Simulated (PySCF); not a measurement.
# H9LaN3 (La(NH3)32+): the cost of one run

Program: PySCF 2.14.0. Level of theory: PBE0, La lcecp-0-SVP with ECP47, N def2-SVP, H def2-SVP; scalar-relativistic core potentials, no spin–orbit coupling. These are calculated values, not measurements.

1 further run of the same task is left out (for a known fault of the program).

## (1) The starting structure

13 atoms, charge 2, spin multiplicity 1.

Bond lengths: La1–N2 2.780 Å, La1–N6 2.780 Å, La1–N10 2.780 Å, N2–H3 1.020 Å, N2–H4 1.020 Å, N2–H5 1.020 Å, N6–H7 1.020 Å, N6–H8 1.020 Å, N6–H9 1.020 Å, N10–H11 1.020 Å, N10–H12 1.020 Å, N10–H13 1.020 Å. Angles: N2–La1–N6 120.0°, N2–La1–N10 120.0°, N6–La1–N10 120.0°, La1–N2–H3 113.0°, La1–N2–H4 113.0°, La1–N2–H5 113.0°, H3–N2–H4 105.8°, H3–N2–H5 105.8°, H4–N2–H5 105.8°, La1–N6–H7 113.0°, La1–N6–H8 113.0°, La1–N6–H9 113.0°, H7–N6–H8 105.8°, H7–N6–H9 105.8°, H8–N6–H9 105.8°, La1–N10–H11 113.0°, La1–N10–H12 113.0°, La1–N10–H13 113.0° and more.

Geometry (Å):

```xyz
13
H9LaN3
La    0.0000    0.0000    0.0000
N     2.7800    0.0000    0.0000
H     3.1780   -0.4696    0.8133
H     3.1780   -0.4696   -0.8133
H     3.1780    0.9392    0.0000
N    -1.3900    2.4076    0.0000
H    -1.1823    2.9870    0.8133
H    -1.1823    2.9870   -0.8133
H    -2.4023    2.2826    0.0000
N    -1.3900   -2.4076    0.0000
H    -1.9956   -2.5174    0.8133
H    -1.9956   -2.5174   -0.8133
H    -0.7756   -3.2218    0.0000
```

Formal oxidation states: La +2. Each metal's 1 4f electrons lie in its core potential, so multiplicities, spins and levels count the valence alone. For divalent La, Ce, Gd or Lu the extra electron is normally 5d or 6s, so this core forces an excited configuration.

## (2) SCF at the start, singlet

Input file run.py (the lines that set the calculation):

```python
mol = gto.M(atom='''
La     0.00000     0.00000     0.00000
N      2.78000     0.00000     0.00000
H      3.17800    -0.46960     0.81330
H      3.17800    -0.46960    -0.81330
H      3.17800     0.93920     0.00000
N     -1.39000     2.40760     0.00000
H     -1.18230     2.98700     0.81330
H     -1.18230     2.98700    -0.81330
H     -2.40230     2.28260     0.00000
N     -1.39000    -2.40760     0.00000
H     -1.99560    -2.51740     0.81330
H     -1.99560    -2.51740    -0.81330
H     -0.77560    -3.22180     0.00000''',
    basis={'La': 'lcecp-0-SVP', 'N': 'def2-SVP', 'H': 'def2-SVP'},
    ecp={'La': 'lcecp-0-SVP'},
    charge=2, spin=0)
mf = dft.RKS(mol, xc='PBE0')
mf.grids.atom_grid = (50, 194)  # f atoms: unpruned, at least (60, 302)
mf = mf.density_fit()  # fitting sets: La AutoAux, N def2-universal-JKFIT, H def2-universal-JKFIT
mf.conv_tol = 1e-08; mf.max_cycle = 55
mf.kernel(dm0)  # dm0: free metal ions and neutral atoms
```

Started as:

```
OMP_NUM_THREADS=2 python run.py
```

**Question.** How long does this run take on 2 threads of Arm Neoverse V1, shared host, and how much memory does it need?

About 4 s, with a peak of 0.78 GiB.
